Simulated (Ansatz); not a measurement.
# HBS (hydrogen boron sulfide): r2SCAN0/def2-TZVPPD

What is the electronic atomisation energy of HBS (hydrogen boron sulfide) at r2SCAN0/def2-TZVPPD? 

Program for the calculation: Ansatz 0.2.0.

56 further runs of the same task are left out: 3 that didn't finish, 53 set aside as unsound or not needed.

**1. The system as given**

The species is HBS (3 atoms), meant as a singlet with charge 0. SMILES: `B=S`. Geometry: relaxed at PBE0-D4/def2-TZVP.

Bond lengths: B1–S2 1.598 Å, B1–H3 1.175 Å. Angles: S2–B1–H3 180.0°.

**2. A single-point energy at r2SCAN0/def2-TZVPPD**

Input file job.yaml:

```yaml
crystal:
  periodic: [false, false, false]
  atoms:
    - {symbol: B, position_ang: [-0.038660, -0.014560, 0.134750]}
    - {symbol: S, position_ang: [0.399170, 0.147640, -1.393290]}
    - {symbol: H, position_ang: [-0.360510, -0.133080, 1.258530]}
basis:
  gaussian: {orbitals: def2-TZVPPD.json}
hamiltonian: {xc: {name: r2SCAN0}}
accuracy: high
output: {orbitals: {seedname: orbitals}}
```

The basis set def2-TZVPPD is read from a file made from the Basis Set Exchange's data (not shown).

Run with:

```bash
$ ansatz run job.yaml --threads 1 --pin off --max-ram 3480MiB --events-out events.jsonl --progress --plain --runs-dir runs
```

The log of the run:

```text
Warning: RAYON_NUM_THREADS=1 ignored (pool sized by the plan → 1); use --threads N
Functional definition: r2SCAN0
  name "r2SCAN0"
  parameter a = 0.25
  parameter k0 = 0.174
  parameter k1 = 0.065
  parameter a1 = 4.9479
  exchange = (1 - a)*r2scan_x(k0 = k0, k1 = k1, a1 = a1) + a*exact_x
  correlation = r2scan_c
1398 factors; integrals over basis functions are off by at most 4.0e-9 eV
mean field evaluation 1: about -11526.3047 eV, gradient 1.9e1 eV
mean field evaluation 2: about -11526.4625 eV, gradient 1.7e1 eV
mean field evaluation 4: about -11527.1945 eV, gradient 8.5e-1 eV
mean field evaluation 8: about -11527.1940 eV, gradient 4.3e-3 eV
mean field evaluation 16: about -11527.1940 eV, gradient 5.2e-8 eV
mean field -11527.19397618 eV, -423.6165652118 hartree, gradient 5.3e-8 eV, S^2 0.000000; 0 other end points of the search recorded, 0 dependent functions left out
reference -11527.19397723 eV, -423.6165652503 hartree; 11, 11 occupied and 94, 94 virtual orbitals, 1398 factors
Total energy: -11527.19397723 eV, -423.6165652503 hartree
```

It took 6.9 s on 1 thread of Arm Neoverse V1, shared host; peak memory 0.24 GiB.

**3. The B atom at the same level**

Input file run.yaml:

```yaml
crystal:
  periodic: [false, false, false]
  atoms:
    - symbol: B
      position_ang: [0.000000, 0.000000, 0.000000]
basis:
  gaussian:
    orbitals: def2-TZVPPD.json
magnetization:
  spin_polarized: true
  initial_magnetization: 1
hamiltonian:
  xc: {name: r2SCAN0}
accuracy: high
```

The basis set def2-TZVPPD is read from a file made from the Basis Set Exchange's data (not shown).

Run with:

```bash
$ ansatz run run.yaml --threads 1 --pin off --max-ram 3480MiB --events-out events.jsonl --progress --plain --runs-dir runs
```

The log of the run, shortened:

```text
Warning: RAYON_NUM_THREADS=1 ignored (pool sized by the plan → 1); use --threads N
[... 8 set-up lines as earlier in the session ...]
368 factors; integrals over basis functions are off by at most 2.4e-9 eV
mean field evaluation 1: about -670.3541 eV, gradient 3.4e0 eV
mean field evaluation 2: about -670.4540 eV, gradient 7.9e-1 eV
mean field evaluation 4: about -670.4611 eV, gradient 1.3e-1 eV
mean field evaluation 8: about -670.4612 eV, gradient 3.7e-4 eV
mean field evaluation 16: about -670.4612 eV, gradient 6.6e-8 eV
mean field -670.46123433 eV, -24.6389959066 hartree, gradient 4.2e-8 eV, S^2 0.758005; 1 other end points of the search recorded, 0 dependent functions left out
reference -670.46123726 eV, -24.6389960143 hartree; 3, 2 occupied and 34, 35 virtual orbitals, 368 factors
Total energy: -670.46123726 eV, -24.6389960143 hartree
```

It took 1.6 s on 1 thread of Arm Neoverse V1, shared host; peak memory 0.11 GiB.

**4. The H atom**

Input file in.yaml:

```yaml
basis:
  gaussian:
    orbitals: def2-TZVPPD.json
crystal:
  periodic: [false, false, false]
  atoms:
    - {symbol: H, position_ang: [0.000000, 0.000000, 0.000000]}
accuracy: high
magnetization:
  spin_polarized: true
  initial_magnetization: 1
hamiltonian:
  xc: {name: r2SCAN0}
```

The basis set def2-TZVPPD is read from a file made from the Basis Set Exchange's data (not shown).

Run the same way, it converges to -0.49987 Eh (log not shown).

**5. The S atom**

Input file molecule.yaml:

```yaml
crystal:
  periodic: [false, false, false]
  atoms:
    - symbol: S
      position_ang: [0.000000, 0.000000, 0.000000]
basis:
  gaussian:
    orbitals: def2-TZVPPD.json
total_charge: 0
magnetization:
  spin_polarized: true
  initial_magnetization: 2
hamiltonian:
  xc: {name: r2SCAN0}
accuracy: high
```

The basis set def2-TZVPPD is read from a file made from the Basis Set Exchange's data (not shown).

Run the same way, it converges to -398.08384 Eh (log not shown).

**6. Results**

At r2SCAN0/def2-TZVPPD:

```
                     quantity          value
       molecule: total energy  -423.61657 Eh
        molecule: HOMO energy       -8.70 eV
        molecule: LUMO energy       -1.07 eV
      molecule: HOMO–LUMO gap        7.63 eV
         B atom: total energy   -24.63900 Eh
                 B atom: ⟨S²⟩          0.758
         H atom: total energy    -0.49987 Eh
                 H atom: ⟨S²⟩          0.750
         S atom: total energy  -398.08384 Eh
                 S atom: ⟨S²⟩          2.008
electronic atomisation energy      10.717 eV
```

What this shows: Taking the molecule apart into free atoms costs 10.72 eV (247 kcal/mol), before zero-point energy and without spin-orbit coupling.
